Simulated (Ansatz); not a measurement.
# H3HfSi: the cost of one run

Computed with Ansatz 0.2.0, Gaussian basis. Level: UKS PBE0/def2-TZVP.

### Step 1. The starting structure

5 atoms, charge 1, spin multiplicity 3.

Atoms are counted from 1 here; the program's logs count them from 0.

Bond lengths: Hf1–Si2 2.588 Å, Si2–H3 1.497 Å, Si2–H4 1.497 Å, Si2–H5 1.497 Å. Angles: Hf1–Si2–H3 101.2°, Hf1–Si2–H4 101.2°, Hf1–Si2–H5 101.2°, H3–Si2–H4 116.3°, H3–Si2–H5 116.3°, H4–Si2–H5 116.3°.

Coordinates:

```xyz
5
charge 1, multiplicity 3
Hf   -0.3882    0.0022    0.0022
Si    2.1992   -0.0124   -0.0127
H     2.4805   -1.4823   -0.0090
H     2.5002    0.7247    1.2546
H     2.4855    0.7156   -1.2886
```

The start was built by rule and, where that kept it together, relaxed with GFN2-xTB. Sticks and bond lists go by distance. No spin-orbit coupling is included. Elements past krypton take def2 core potentials.

### Step 2. Relaxation

The input, in.yaml:

```yaml
crystal:
  periodic: [false, false, false]
  atoms:
    - {symbol: Hf, position_ang: [-0.388210, 0.002185, 0.002236]}
    - {symbol: Si, position_ang: [2.199213, -0.012378, -0.012668]}
    - {symbol: H, position_ang: [2.480543, -1.482306, -0.009024]}
    - {symbol: H, position_ang: [2.500244, 0.724700, 1.254590]}
    - {symbol: H, position_ang: [2.485543, 0.715581, -1.288576]}
basis:
  gaussian: {orbitals: def2-TZVP}
total_charge: 1
magnetization: {spin_polarized: true, initial_magnetization: 2}
hamiltonian: {xc: pbe0}
relax: {f_tol: 0.004, max_steps: 80}
```

Command:

```sh
$ ansatz run in.yaml --threads 1 --pin off --events-out ev --progress --plain --max-ram 2176MiB
```

**Question.** How long does this run take on 1 thread of Intel Xeon 6975P-C, shared host, and how much memory does it need?

About 2.1 min, with a peak of 0.27 GiB.
